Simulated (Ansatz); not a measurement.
Crystal: Ta4NiO11.

```
Ta Ni O
1.0
     5.29285   -0.00032   -0.02518
    -0.04190    5.33569    0.02340
    -0.47620   -0.07999    7.89609
Ta Ni O
4 1 11
Direct
  0.52261 0.46364 0.51843
  0.55532 0.53163 0.98083
  0.02338 0.98832 0.50961
  0.04916 0.02484 0.01689
  0.06538 0.57998 0.26898
  0.96711 0.93834 0.23892
  0.21005 0.28324 0.42990
  0.27287 0.71995 0.06145
  0.33888 0.23820 0.03682
  0.30665 0.75341 0.45874
  0.50103 0.44858 0.74991
  0.70564 0.16332 0.48732
  0.73302 0.83358 0.94060
  0.85284 0.36497 0.07896
  0.81889 0.65561 0.47584
  0.07718 0.01239 0.74680
```

The cell was built by a generator and needn't be a form met in nature.

Base run:

| Quantity | Value |
| --- | --- |
| Program | Ansatz 0.2.0 |
| Functional | PBEsol |
| Potentials or basis | Ansatz PAW |
| Cutoff | 420 eV (not typed: the program's choice for these potentials) |
| k mesh | 5 × 5 × 4 |
| Occupations | fermi-dirac, width 0.05 eV |
| Spin | collinear spin, ferromagnetic start |
| Starting moments | [0.0, 0.0, 0.0, 0.0, 1.0, 0.0, 0.0, 0.0, 0.0, 0.0, 0.0, 0.0, 0.0, 0.0, 0.0, 0.0] μB |

Its results: band gap on the k mesh 1.10 eV, indirect (least direct gap 1.18 eV); pressure -5.3 GPa; net moment 2.00 μB per cell; site moments Ta +0.00; Ni +1.49; O +0.09, +0.04, +0.06, +0.00, +0.08, +0.05 μB; largest force 0.204 eV/Å.

Q: The run is repeated on the same cell with these changes: functional from PBEsol to revPBE. What comes out?

A: Band gap on the k mesh 1.39 eV, indirect (least direct gap 1.48 eV); pressure 2.7 GPa; net moment 2.00 μB per cell; site moments Ta +0.00; Ni +1.52; O +0.09, +0.04, +0.06, +0.00, +0.07, +0.05 μB; largest force 0.088 eV/Å.

revPBE binds less tightly than PBEsol, so the same cell stands under more pressure.

Caveats: spin-orbit coupling is left out, which moves the levels of the heavy elements; a cell with one magnetic atom can't hold antiferromagnetic order, which such compounds often take; the PAW data sets come from PBE, with cores solved anew for the run's functional, which leaves a small shift of forces and pressure.
